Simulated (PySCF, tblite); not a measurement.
**C₆H₈OS₂Si: geometry, infrared bands and NMR shifts**

Wanted: the infrared bands and NMR shifts of C₆H₈OS₂Si (`CC(=O)c1cscc1S[SiH3]`), by calculation.

The runs use tblite 0.8.0 and PySCF 2.14.0, with density-fitted response routines of our own; the level of theory stands in each step. All values are computed, except where a source is named. Atoms are numbered from 0 throughout.

## Step 1: The molecule as given

18 atoms, charge 0, multiplicity 1; geometry from: force field or distance geometry start.

Bonds of the start (Å): C0–C1 1.50, C1–O2 1.25, C1–C3 1.48, C3–C4 1.38, C4–S5 1.62, S5–C6 1.81, C6–C7 1.37, C7–S8 1.80, S8–Si9 2.16, C7–C3 1.37, C0–H10 1.11, C0–H11 1.12, C0–H12 1.09, C4–H13 1.07, C6–H14 1.09, Si9–H15 1.48, Si9–H16 1.45, Si9–H17 1.48.

## Step 2: Optimising the geometry with GFN2-xTB

Job settings and geometry (Å):

```
{"job": {"kind": "relax", "xc": "GFN2-xTB", "basis": "xTB"}, "charge": 0, "multiplicity": 1}
C      2.550500    -1.256600     0.335800
C      1.273800    -0.802900    -0.304200
O      0.659900    -1.491200    -1.141100
C      0.693100     0.506900     0.058700
C      1.260900     1.359100     0.990000
S      0.501200     2.763400     1.277600
C     -0.753700     2.259700     0.080300
C     -0.467100     1.024200    -0.447500
S     -1.529400     0.236200    -1.667200
Si    -3.020600    -0.959800    -0.660400
H      3.210700    -0.368100     0.337600
H      2.295000    -1.626700     1.356300
H      2.987000    -2.051500    -0.265200
H      2.167200     1.212700     1.531600
H     -1.618200     2.876800    -0.161100
H     -3.852600    -1.728000    -1.607700
H     -2.407500    -1.906500     0.250000
H     -3.958800    -0.041600     0.024600
```

Started as:

```
> OMP_NUM_THREADS=1 python probes_run.py task.json out
```

The driver reads the jobs from task.json and runs them one after another.

**Question.** This job is followed by: GFN2-xTB harmonic vibrations, gas phase; GIAO PBE0/pcSseg-1 NMR shielding, non-relativistic, gas phase. What will the session give for the following? strongest single infrared mode (GFN2-xTB); zero-point energy (GFN2-xTB); ¹³C shifts against TMS (PBE0/pcSseg-1); ¹H shifts against TMS (PBE0/pcSseg-1, means over atoms taken as alike); ¹⁷O shifts against H2O (PBE0/pcSseg-1); ³³S shifts against CS2 (PBE0/pcSseg-1); ²⁹Si shifts against TMS (PBE0/pcSseg-1).

**Answer**, as computed:

```
                                                              quantity                                        value
                             strongest single infrared mode (GFN2-xTB)                         770 cm⁻¹, 437 km/mol
                                          zero-point energy (GFN2-xTB)                                73.6 kcal/mol
                                ¹³C shifts against TMS (PBE0/pcSseg-1)  195.4, 144.5, 141.8, 138.4, 138.4, 31.2 ppm
¹H shifts against TMS (PBE0/pcSseg-1, means over atoms taken as alike)                   7.74, 7.33, 4.64, 2.59 ppm
                                ¹⁷O shifts against H2O (PBE0/pcSseg-1)                                    670.3 ppm
                                ³³S shifts against CS2 (PBE0/pcSseg-1)                                222, -126 ppm
                               ²⁹Si shifts against TMS (PBE0/pcSseg-1)                                    -46.6 ppm
```

In words: Over 101 steps the energy fell by 0.711 eV; of the close pairs, C4–S5 changed most, 1.622 to 1.710 Å. The lowest mode is imaginary (53i cm⁻¹), so the xTB geometry is not a minimum. The strongest single mode, at 770 cm⁻¹, moves mainly H17 and H15. GFN2-xTB is a fitted tight-binding method: band positions and strengths are rough. Its intensities can rank the bands wrongly. The most deshielded carbon is C1 (ketone carbonyl carbon), at 195.4 ppm: the double bond to the heteroatom, with no lone-pair donor beside it, deshields it most. At PBE0/pcSseg-1: The largest span, 1310 ppm, is at O2, where the paramagnetic term is -739 ppm. NICS(1)zz of -24 ppm above the planar ring from C3 marks a diatropic (aromatic) ring current.
